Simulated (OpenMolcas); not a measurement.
# HF/ANO-RCC-VDZP (DKH1, RICD fitting) run of C6ClF5 (chloropentafluorobenzene)

What is the vertical singlet–triplet gap of C6ClF5 (chloropentafluorobenzene) at HF/ANO-RCC-VDZP (DKH1, RICD fitting)? 

The results are computed with OpenMolcas 26.06.

1 further run of the same task is left out (it didn't finish).

**1. Starting point**

C6ClF5 has 12 atoms, charge 0, and is taken as a singlet. SMILES: `Fc1c(F)c(F)c(Cl)c(F)c1F`. The shape is that of a GFN2-xTB optimisation.

Bond lengths: F1–C2 1.331 Å, C2–C3 1.393 Å, C3–F4 1.331 Å, C3–C5 1.392 Å, C5–F6 1.331 Å, C5–C7 1.395 Å, C7–Cl8 1.713 Å, C7–C9 1.395 Å, C9–F10 1.331 Å, C2–C11 1.393 Å, C9–C11 1.392 Å, C11–F12 1.331 Å. Some angles: F1–C2–C3 120.2°, F1–C2–C11 120.1°, C3–C2–C11 119.7°, C2–C3–F4 120.0°, C2–C3–C5 119.9°, F4–C3–C5 120.1°, C3–C5–F6 119.4°, C3–C5–C7 120.9°, F6–C5–C7 119.7°, C5–C7–Cl8 120.7°.

**2. Energy and gradient at HF/ANO-RCC-VDZP (DKH1, RICD fitting)**

Contents of job.input:

```
* C6ClF5 Hartree-Fock

&GATEWAY
 Coord
 12
 angstrom
 F       -0.385920      -1.941870      -1.922030
 C       -0.199820      -1.005380      -0.995090
 C       -0.936680       0.175850      -1.036170
 F       -1.829710       0.370060      -2.004130
 C       -0.738600       1.152340      -0.064280
 F       -1.448920       2.276450      -0.113490
 C        0.192380       0.967740       0.957670
 Cl       0.431930       2.173380       2.151440
 C        0.924230      -0.219400       0.987410
 F        1.818310      -0.418150       1.953140
 C        0.732900      -1.202050       0.020500
 F        1.439920      -2.328990       0.065030
 Basis
 ANO-RCC-VDZP
 Group
 NoSym
 RICD

&SEWARD
 Relativistic
 R01O00
 Expert

&SCF
 PrOrbitals
 0

&ALASKA
```

Command:

```
export MOLCAS_MEM=1860
pymolcas job.input > job.log
```

Log:

```text
--- Start Module: gateway ---
[...]
--- Stop Module: gateway /rc=_RC_ALL_IS_WELL_ ---
[...]
 ###    WARNING:  EXPERT option is ON!                                       ###
 ###############################################################################
               SEWARD will generate:
[...]
      Basis functions          172
[...]
--- Start Module: scf ---
[...]
       Convergence after  15 Iterations
[...]
::    Total SCF energy                              -1186.3654088606
[...]
      Total spin, S                                     0.0000000000
[...]
      Total electronic charge=   98.000000
      Total            charge=   -0.000000
[...]
      Dipole Moment (debye):
      Origin of the operator (angstrom)=    0.0350    0.1764    0.1746
                   X=  9.8623E-02               Y=  4.9772E-01               Z=  4.9146E-01           Total=  7.0639E-01
      Quadrupole Moment (debye*angstrom):
[...]
--- Stop Module: scf /rc=_RC_ALL_IS_WELL_ ---
[...]
--- Start Module: alaska ---
[...]
 *              Molecular gradients               *
 **************************************************
  Irreducible representation: a
 ------------------------------------------------------------------------------------------
                              X                       Y                       Z
 ------------------------------------------------------------------------------------------
  F1               -3.65699441714806E-03   -1.84564539376311E-02   -1.82691276717861E-02
  C2                5.11119807082627E-04    2.35725560785927E-03    2.42600946234539E-03
  C3                3.27266197902176E-03   -1.19222060290824E-03    3.13382944470408E-03
  F4               -1.58437951782773E-02    3.74813304399124E-03   -1.69502821473664E-02
  C5                2.73806269383936E-03   -3.61534122798979E-03    7.23191751050956E-04
  F6               -1.19674850079932E-02    2.15034621666454E-02    1.10323169803994E-03
  C7                2.41649120185450E-03    1.25960342807154E-02    1.23670736168990E-02
  CL8              -1.24596996916360E-04   -6.15604913665635E-04   -6.03253386511682E-04
[...]
--- Stop Module: alaska /rc=_RC_ALL_IS_WELL_ ---
[...]
```

Wall time 2.2 min (1 thread of Intel Xeon Platinum 8175M at 2.50GHz (Skylake/Cascade Lake), shared host); peak memory 0.46 GiB.

**3. The triplet at the same level**

job.input: that of step 2 with these lines changed.

```diff
@@ -1,3 +1 @@
-* C6ClF5 Hartree-Fock
-
 &GATEWAY
@@ -30,2 +28,5 @@
 &SCF
+ UHF
+ Spin
+ 3
  PrOrbitals
```

Command:

```
export MOLCAS_MEM=1860
pymolcas job.input > job.log
```

Log:

```text
--- Start Module: gateway ---
[...]
--- Stop Module: gateway /rc=_RC_ALL_IS_WELL_ ---
[...]
 ###    WARNING:  EXPERT option is ON!                                       ###
 ###############################################################################
               SEWARD will generate:
[...]
      Basis functions          172
[...]
--- Start Module: scf ---
[...]
       Convergence after  52 Iterations
[...]
::    Total SCF energy                              -1186.2316074282
[...]
      Total spin, S                                     1.1159069290
[...]
      Total electronic charge=   98.000000
      Total            charge=   -0.000000
[...]
      Dipole Moment (debye):
      Origin of the operator (angstrom)=    0.0350    0.1764    0.1746
                   X=  1.8205E-01               Y=  9.1600E-01               Z=  9.0592E-01           Total=  1.3011E+00
      Quadrupole Moment (debye*angstrom):
[...]
--- Stop Module: scf /rc=_RC_ALL_IS_WELL_ ---
[...]
--- Start Module: alaska ---
[...]
 *              Molecular gradients               *
 **************************************************
  Irreducible representation: a
 ------------------------------------------------------------------------------------------
                              X                       Y                       Z
 ------------------------------------------------------------------------------------------
  F1               -2.82532524441148E-03   -1.42373191568197E-02   -1.40794463060701E-02
  C2                7.10947656831729E-03    3.56704729995418E-02    3.53271295147857E-02
  C3                2.35335295324037E-02   -6.63451374331268E-02   -1.99787693127425E-02
  F4               -1.61963039561748E-02    5.98539957397159E-03   -1.57354470714424E-02
  C5                8.54718802031611E-02    9.02434407786323E-03    1.13118193692799E-01
  F6               -1.40404752747205E-02    1.77242394516881E-02   -4.29495149444303E-03
  C7               -1.68710788567735E-02   -8.40263846172911E-02   -8.33639675201310E-02
  CL8               1.77088089658373E-03    8.89511705616997E-03    8.80525406120114E-03
[...]
--- Stop Module: alaska /rc=_RC_ALL_IS_WELL_ ---
[...]
```

Run time: 5 min. Hardware: 1 thread of Intel Xeon Platinum 8175M at 2.50GHz (Skylake/Cascade Lake), shared host; peak memory 0.47 GiB.

**4. Results**

Level: HF/ANO-RCC-VDZP (DKH1, RICD fitting).

```
                                        quantity           value
                           singlet: total energy  -1186.36541 Eh
                          singlet: dipole moment          0.71 D
                            singlet: HOMO energy       -10.53 eV
                            singlet: LUMO energy         2.09 eV
                          singlet: HOMO–LUMO gap        12.62 eV
               singlet: largest force on an atom      1.349 eV/Å
                           triplet: total energy  -1186.23161 Eh
                          triplet: dipole moment          1.30 D
     triplet: HOMO energy (highest over α and β)        -7.07 eV
      triplet: LUMO energy (lowest over α and β)        -1.49 eV
                                   triplet: ⟨S²⟩           2.361
               triplet: largest force on an atom      7.305 eV/Å
vertical energy of the triplet above the singlet        3.641 eV
```

In words: At this shape the triplet lies 3.64 eV (84 kcal/mol) above the singlet. The largest force (singlet) is 1.35 eV/Å: the shape isn't a stationary point for this species at this level. ⟨S²⟩ (triplet) is 2.36 where a pure triplet has 2.00: the reference is spin-contaminated. Mulliken charges (triplet) run from -0.28 on F1 to +0.33 on C5.
